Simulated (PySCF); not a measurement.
# GaH8NOSi: the cost of one run

The runs use PySCF 2.14.0, with density-fitted response routines of our own; the level of theory stands in each step. All values are computed, except where a source is named. Atoms are numbered from 0 throughout.

### 1 Starting geometry

12 atoms, charge 0, multiplicity 1; geometry from: GFN2-xTB. The atoms were then displaced at random by about 0.01 Å, so the start is not that level's minimum.

Bonds of the start (Å): N0–Ga1 2.19, Ga1–O2 1.75, O2–Si3 1.67, N0–H4 1.04, N0–H5 0.99, N0–H6 1.01, Ga1–H7 1.54, Ga1–H8 1.53, Si3–H9 1.48, Si3–H10 1.43, Si3–H11 1.46.

### 2 Relaxing the molecule at PBE0-D3(BJ)/def2-SVP

Job settings and geometry (Å):

```
{"job": {"xc": "PBE0", "basis": "def2-SVP", "d3": "d3bj", "grid": 1, "shake": 0.01, "kind": "geom"}, "charge": 0, "multiplicity": 1}
N     -1.844060    -0.799230    -0.066540
Ga    -0.852890     1.143870     0.124480
O      0.734780     0.415460     0.030480
Si     2.316800    -0.106310    -0.027820
H     -2.882450    -0.848930    -0.106010
H     -1.521020    -1.348110     0.691180
H     -1.481920    -1.165690    -0.936050
H     -1.243070     1.630550     1.527730
H     -1.280040     1.889650    -1.138010
H      2.200910    -1.547840    -0.325540
H      2.981110     0.609400    -1.075160
H      2.911540     0.098910     1.292240
```

On the command line:

```bash
OMP_NUM_THREADS=1 python probes_run.py task.json out
```

One launch serves the whole session: the jobs run in the order shown.

**Question.** How long does this first job take on 1 thread of Arm Neoverse V2, shared host, and how much memory does it need?

About 69 s, with a peak of 0.49 GiB.
